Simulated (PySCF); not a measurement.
# B2PLYP/STO-6G run of SiH2Br− (SMILES [SiH2-]Br)

Aim: the vertical singlet–triplet gap of SiH2Br− at B2PLYP/STO-6G, from 2 runs. 

The calculation is run with PySCF 2.14.0.

6 further runs of the same task are left out: 6 set aside as unsound or not needed.

## 1. The structure to begin with

SiH2Br−: 4 atoms, total charge -1, spin state singlet. As SMILES, `[SiH2-]Br`. Geometry: relaxed at GFN2-xTB.

Bond lengths: Si1–Br2 2.425 Å, Si1–H3 1.496 Å, Si1–H4 1.496 Å. Angles: Br2–Si1–H3 94.3°, Br2–Si1–H4 94.3°, H3–Si1–H4 98.4°.

## 2. A single-point energy at B2PLYP/STO-6G

Contents of run.py:

```python
# [SiH2-]Br
from pyscf import gto, dft, mp

mol = gto.M(
    atom='''
Si    -0.362752    -0.648195    -1.170515
Br     3.189310    -0.512796     1.721673
H     -2.286380    -1.001536     0.871901
H     -0.540178     2.162527    -1.423077
''',
    verbose=3,
    charge=-1,
    unit='bohr',
    basis='sto-6g',
    max_memory=1860,
)

mf = dft.RKS(mol)
mf.xc = '0.53*HF + 0.47*B88, 0.73*LYP'
mf.conv_tol = 1e-10
mf.grids.level = 5
mf.kernel()
if not mf.converged:
    mf = mf.newton().run(mf.mo_coeff, mf.mo_occ)

pt = mp.MP2(mf, frozen=14).run()
etot = mf.e_tot + 0.27 * pt.e_corr
print('PT2 part  %.8f' % (0.27 * pt.e_corr))
print('Final energy', etot)
```

Launch:

```bash
$ OMP_NUM_THREADS=1 python run.py
```

What it wrote:

```text
converged SCF energy = -2850.04305250226
E(RMP2) = -2850.08860739825  E_corr = -0.0455548959846027
E(SCS-RMP2) = -2850.09692084373  E_corr = -0.0538683414612906
PT2 part  -0.01229982
Final energy -2850.0553523241806
```

It took 4.5 s on 1 thread of Arm Neoverse V1, shared host; peak memory 0.24 GiB.

## 3. The triplet at the same level

Contents of calc.py:

```python
from pyscf import gto, dft, mp

system = gto.M(
    atom='''
Si      -0.191960      -0.343010      -0.619410
Br       1.687710      -0.271360       0.911070
H       -1.209900      -0.529990       0.461390
H       -0.285850       1.144360      -0.753060
''',
    verbose=4,
    spin=2,
    max_memory=1860,
    charge=-1,
    basis='sto-6g',
)

mf = dft.UKS(system, xc='0.53*HF + 0.47*B88, 0.73*LYP')
mf.conv_tol = 1e-10
mf.grids.level = 5
mf.kernel()
if not mf.converged:
    mf = mf.newton().run(mf.mo_coeff, mf.mo_occ)

pt = mp.MP2(mf, frozen=14).run()
e_final = mf.e_tot + 0.27 * pt.e_corr
print('PT2 part  %.8f' % (0.27 * pt.e_corr))
print(f'total energy: {e_final:.8f} hartree')
```

Launch:

```bash
$ OMP_NUM_THREADS=1 python calc.py
```

What it wrote:

```text
PySCF version 2.14.0

[INPUT] num. atoms = 4
[INPUT] num. electrons = 52
[INPUT] charge = -1
[INPUT] spin (= nelec alpha-beta = 2S) = 2
[INPUT] symmetry False subgroup None
[INPUT] Mole.unit = angstrom
[INPUT] Symbol           X                Y                Z      unit          X                Y                Z       unit  Magmom
[INPUT]  1 Si    -0.191960000000  -0.343010000000  -0.619410000000 AA   -0.362751826872  -0.648194957987  -1.170515258817 Bohr   0.0
[INPUT]  2 Br     1.687710000000  -0.271360000000   0.911070000000 AA    3.189309677690  -0.512796081162   1.721672780307 Bohr   0.0
[INPUT]  3 H     -1.209900000000  -0.529990000000   0.461390000000 AA   -2.286379638111  -1.001535948758   0.871900736613 Bohr   0.0
[INPUT]  4 H     -0.285850000000   1.144360000000  -0.753060000000 AA   -0.540178212707   2.162526987907  -1.423077155365 Bohr   0.0

nuclear repulsion = 129.644243483667
number of shells = 15
number of NR pGTOs = 174
number of NR cGTOs = 29
basis = sto-6g
ecp = {}

******** <class 'pyscf.dft.uks.UKS'> ********
method = UKS
initial guess = minao
damping factor = 0
level_shift factor = 0
DIIS = <class 'pyscf.scf.diis.CDIIS'>
diis_start_cycle = 1
diis_space = 8
diis_damp = 0
SCF conv_tol = 1e-10
SCF conv_tol_grad = None
SCF max_cycles = 50
direct_scf = True
direct_scf_tol = 1e-13
number electrons alpha = 27  beta = 25
XC library pyscf.dft.libxc version 7.0.0
    S. Lehtola, C. Steigemann, M. J.T. Oliveira, and M. A.L. Marques.,  SoftwareX 7, 1–5 (2018)
XC functionals = 0.53*HF + 0.47*B88, 0.73*LYP
    A. D. Becke.,  Phys. Rev. A 38, 3098 (1988)
    C. Lee, W. Yang, and R. G. Parr.,  Phys. Rev. B 37, 785 (1988)
    B. Miehlich, A. Savin, H. Stoll, and H. Preuss.,  Chem. Phys. Lett. 157, 200 (1989)
radial grids:
    Treutler-Ahlrichs [JCP 102, 346 (1995); DOI:10.1063/1.469408] (M4) radial grids

becke partition: Becke, JCP 88, 2547 (1988); DOI:10.1063/1.454033
pruning grids: <function nwchem_prune>
grids dens level: 5
symmetrized grids: False
atomic radii adjust function: <function treutler_atomic_radii_adjust>
small_rho_cutoff = 0
Set gradient conv threshold to 1e-05
tot grids = 135368
init E= -2846.77621833505
[... the frontier-level lines of each cycle are left out ...]


cycle= 1 E= -2849.82883155577  delta_E= -3.05  |g|= 0.127  |ddm|= 2.02


cycle= 2 E= -2849.86221882589  delta_E= -0.0334  |g|= 0.0221  |ddm|= 0.577
cycle= 3 E= -2849.86349361277  delta_E= -0.00127  |g|= 0.00867  |ddm|= 0.0967
cycle= 4 E= -2849.8637375226  delta_E= -0.000244  |g|= 0.00388  |ddm|= 0.0427
cycle= 5 E= -2849.86378708378  delta_E= -4.96e-05  |g|= 0.00133  |ddm|= 0.0215
cycle= 6 E= -2849.86379344043  delta_E= -6.36e-06  |g|= 0.000222  |ddm|= 0.00969
cycle= 7 E= -2849.86379356943  delta_E= -1.29e-07  |g|= 4.11e-05  |ddm|= 0.00125
cycle= 8 E= -2849.86379357573  delta_E= -6.3e-09  |g|= 6.38e-06  |ddm|= 0.000335
cycle= 9 E= -2849.86379357591  delta_E= -1.86e-10  |g|= 1.49e-06  |ddm|= 5.69e-05
cycle= 10 E= -2849.86379357592  delta_E= -9.55e-12  |g|= 2.94e-07  |ddm|= 1.46e-05
Extra cycle  E= -2849.86379357593  delta_E= -1.82e-12  |g|= 1.34e-07  |ddm|= 1.64e-06
converged SCF energy = -2849.86379357593  <S^2> = 2.0013161  2S+1 = 3.0008772

******** <class 'pyscf.mp.ump2.UMP2'> ********
nocc = (np.int64(13), np.int64(11)), nmo = (15, 15)
frozen orbitals 14
E(UMP2) = -2849.8974463375  E_corr = -0.0336527615758674
E(SCS-UMP2) = -2849.9022195774  E_corr = -0.0384260014717321
E_corr(same-spin) = -0.0022584374068947
E_corr(oppo-spin) = -0.0313943241689727
PT2 part  -0.00908625
total energy: -2849.87287982 hartree
```

Wall time 7.2 s (1 thread of Arm Neoverse V1, shared host); peak memory 0.24 GiB.

## 4. Summary of results

Level: B2PLYP/STO-6G, 14 core orbitals frozen.

| quantity | value |
| --- | --- |
| singlet: total energy | -2850.05535 Eh |
| singlet: HOMO energy (SCF part's orbitals) | 3.60 eV |
| singlet: LUMO energy (SCF part's orbitals) | 13.81 eV |
| singlet: HOMO–LUMO gap (to an unbound level, set by the basis) | 10.21 eV |
| triplet: total energy | -2849.87288 Eh |
| triplet: HOMO energy (SCF part's orbitals) (highest over α and β) | 8.58 eV |
| triplet: LUMO energy (SCF part's orbitals) (lowest over α and β) | 8.89 eV |
| triplet: ⟨S²⟩ | 2.001 |
| vertical energy of the triplet above the singlet | 4.965 eV |

**Reading.** At this shape the triplet lies 4.97 eV (115 kcal/mol) above the singlet. For an anion a state so high probably lies above electron detachment. In a minimal basis such a difference can be off by several eV, whatever the method. The HOMO (singlet) lies at positive energy, 3.60 eV; only total energies tell whether the electron is bound. The HOMO (triplet) lies at positive energy, 8.58 eV; only total energies tell whether the electron is bound.
